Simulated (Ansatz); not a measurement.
# AlBrH2: the cost of one run

Computed with Ansatz 0.2.0, Gaussian basis. Level: PBE0-D4/def2-TZVP structures, single points in def2-TZVPP, no counterpoise correction.

Levels: SPW92, PBE-D4, BLYP-D4, r2SCAN-D4, B97M-V, PBE0-D4, B3LYP-D4, r2SCAN0-D4, BHLYP-D4, CAM-B3LYP-D4, wB97X-V, wB97M-V, B2PLYP, PBE-QIDH, RPA on PBE, Hartree-Fock, MP2, CCSD, CCSD(T).

Correlated methods freeze the cores. Filled d shells of the heavier atoms are correlated. B3LYP uses VWN-RPA correlation. B2PLYP carries no dispersion term here.

78 further runs of the same task are left out: 78 set aside as unsound or not needed.

### Step 1. The starting structure

The complex: 6 atoms, charge 0, spin multiplicity 1.

Atoms are counted from 1 here; the program's logs count them from 0.

Bond lengths: Al1–Br2 2.348 Å, Al1–H3 1.574 Å, Al1–H4 1.574 Å, Al1–F6 2.026 Å, H5–F6 0.960 Å. Angles: Br2–Al1–H3 114.5°, Br2–Al1–H4 114.5°, Br2–Al1–F6 83.1°, H3–Al1–H4 126.4°, H3–Al1–F6 102.9°, H4–Al1–F6 102.9°, Al1–F6–H5 92.3°.

As a file:

```
Al   -0.2538    0.2842   -0.5882
Br    1.8161   -0.8000   -0.3539
H    -1.3797   -0.5933   -1.2509
H    -0.1719    1.8558   -0.5892
H     0.4238   -0.5877    1.4015
F    -0.4343   -0.1588    1.3806
```

Its parts: AlH2Br holds atoms 1, 2, 3, 4; HF holds atoms 5, 6. Each part counts its atoms afresh in its own runs.

### Step 2. Relaxing AlH2Br alone

Contents of relax-a/in.yaml:

```yaml
crystal:
  periodic: [false, false, false]
  atoms:
    - {symbol: Al, position_ang: [-0.253844, 0.284162, -0.588220]}
    - {symbol: Br, position_ang: [1.816125, -0.800028, -0.353891]}
    - {symbol: H, position_ang: [-1.379689, -0.593317, -1.250937]}
    - {symbol: H, position_ang: [-0.171906, 1.855764, -0.589164]}
basis:
  gaussian: {orbitals: def2-TZVP}
hamiltonian: {xc: pbe0, dispersion: d4}
relax: {f_tol: 0.005, max_steps: 200}
```

The run is started by

```bash
$ ansatz run in.yaml --threads 2 --pin off --events-out ev --progress --plain --max-ram 4352MiB
```

**Question.** How long does this run take on 2 threads of Intel Xeon 6975P-C, shared host?

About 4 s.
